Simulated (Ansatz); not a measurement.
LuBi, space group Fm-3m, relaxations under a series of pressures

With the Python package of Ansatz (0.2.0).

At the Python prompt:
```pycon
>>> import warnings
>>> import ansatz as az
>>> import numpy as np
>>> import pandas as pd
>>> def edges_and_angles(cell):
...     cell = np.asarray(cell)
...     a, b, c = np.linalg.norm(cell, axis=1)
...     cosines = cell[1] @ cell[2] / (b * c), cell[0] @ cell[2] / (a * c), cell[0] @ cell[1] / (a * b)
...     return (a, b, c, *np.degrees(np.arccos(cosines)))
...
>>> warnings.simplefilter("ignore", az.DeckWarning)
>>> structure = (
...     az.Lattice.of((0.0, 3.101967, 3.101967), (3.101967, 0.0, 3.101967), (3.101967, 3.101967, 0.0))
...     .atom("Lu", (0.5, 0.5, 0.5))
...     .atom("Bi", (0.0, 0.0, 0.0))
... )
>>> calculation = (
...     structure.calculation()
...     .functional(az.Functional.R2SCAN)
...     .kpoints(8, 8, 8)
...     .occupations("Fermi-Dirac")
... )
>>> # H = F + PV, with 1 GPa A^3 = 1/160.21766 eV
>>> rows = []
>>> for pressure in [0, 5, 10, 20]:
...     result = calculation.relax(cell=True, pressure=pressure, force_tolerance=0.05).run()
...     cell = result.lattice.cell_ang
...     n_atoms = len(result.lattice.sites)
...     volume = abs(np.linalg.det(cell)) / n_atoms
...     enthalpy = result.report["free_energy_ev"] / n_atoms + pressure * volume / 160.21766
...     rows.append((pressure, volume, enthalpy, *edges_and_angles(cell)))
...     print(f"{pressure} GPa done: {volume:.4f} A^3/atom")
...
0 GPa done: 29.8081 A^3/atom
5 GPa done: 27.7623 A^3/atom
10 GPa done: 26.2607 A^3/atom
20 GPa done: 24.0881 A^3/atom
>>> table = pd.DataFrame(rows, columns=["P_GPa", "V_A3_atom", "H_eV_atom", "a", "b", "c", "alpha", "beta", "gamma"])
>>> table.round(4)
   P_GPa  V_A3_atom   H_eV_atom       a       b       c  alpha  beta  gamma
0      0    29.8081 -13578.3036  4.3849  4.3849  4.3849   60.0  60.0   60.0
1      5    27.7623 -13577.4072  4.2822  4.2822  4.2822   60.0  60.0   60.0
2     10    26.2607 -13576.5654  4.2036  4.2036  4.2036   60.0  60.0   60.0
3     20    24.0881 -13574.9989  4.0843  4.0843  4.0843   60.0  60.0   60.0
>>> p, v = np.array([row[0] for row in rows], float), np.array([row[1] for row in rows])
>>> print("mean bulk modulus between rows (GPa):", np.round(-np.diff(p) / np.diff(np.log(v)), 1))
mean bulk modulus between rows (GPa): [ 70.3  89.9 115.8]
```

The volume falls from 29.81 Å³ an atom at 0 GPa to 24.09 at 20 GPa, by 19.2 %. Between 0 and 5 GPa, -V dP/dV is about 70 GPa, a mean over that step.

Caveats:
- Absolute energies stand on the zero of these potentials, so only differences at equal settings mean something.
- At a fixed pressure a relaxation lowers the enthalpy F + PV, while F alone can rise.
- For a metal this k-point mesh is coarse: on a finer one energies can move by several to tens of meV an atom and pressures by half a GPa or more, differences at one mesh by less.
- Edges and angles are those of the cell as typed, here a primitive one, not of the conventional cell.
- Spin-orbit coupling, which matters for elements this heavy, is left out.
- The structure comes from a database of computed cells and needn't be a stable or known phase.
- Symmetry holds the cell in this phase, whether or not it is the stable one at each pressure.
- Wall time of the script: 2.2 min on 1 thread of Arm Neoverse V2, on a shared host, peak memory 0.66 GiB.
